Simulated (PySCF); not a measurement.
# C3H11AsN2SSi2: the cost of one run

The runs use PySCF 2.14.0, with density-fitted response routines of our own; the level of theory stands in each step. All values are computed, except where a source is named. Atoms count from 0, in the outputs and in this text.

## 1. Starting geometry

20 atoms, charge 0, multiplicity 1; geometry from: GFN2-xTB. The atoms were then displaced at random by about 0.01 Å, so the start is not that level's minimum.

Bonds of the start (Å): C0–S1 1.80, S1–Si2 2.14, Si2–N3 1.72, Si2–As4 2.34, As4–Si5 2.30, Si5–C6 1.95, C6–C7 1.43, C7–N8 1.15, C0–H9 1.12, C0–H10 1.07, C0–H11 1.10, Si2–H12 1.47, N3–H13 1.05, N3–H14 0.98, As4–H15 1.52, Si5–H16 1.47, Si5–H17 1.48, C6–H18 1.08, C6–H19 1.08.

## 2. Geometry optimisation at PBE0-D3(BJ)/def2-SVP

What the job is given:

```
{"job": {"xc": "PBE0", "basis": "def2-SVP", "d3": "d3bj", "grid": 1, "shake": 0.01, "kind": "geom"}, "charge": 0, "multiplicity": 1}
C     -3.226780     1.487820    -0.574250
S     -3.452000     0.025830     0.452570
Si    -1.495400    -0.814640     0.235740
N     -1.539520    -1.847990    -1.136930
As     0.141590     0.740790    -0.376410
Si     1.841230    -0.790290    -0.095910
C      3.534670     0.160300     0.083130
C      3.224760     1.543060    -0.081990
N      2.826950     2.616800    -0.193870
H     -4.217410     1.999220    -0.616730
H     -2.933830     1.219410    -1.567730
H     -2.510690     2.182220    -0.112960
H     -1.356700    -1.499510     1.524500
H     -2.406470    -2.427380    -1.241310
H     -0.752640    -2.358900    -1.430970
H      0.282070     1.279770     1.043070
H      2.005110    -1.649210    -1.280510
H      1.799220    -1.707210     1.066870
H      4.237770    -0.152560    -0.675800
H      3.947070     0.007870     1.067540
```

Command:

```bash
$ OMP_NUM_THREADS=1 python probes_run.py task.json out
```

The driver reads the jobs from task.json and runs them one after another.

Q: Estimate the wall time and peak memory of this first job on 1 thread of Arm Neoverse V2, shared host.

About 12 min, with a peak of 0.98 GiB.
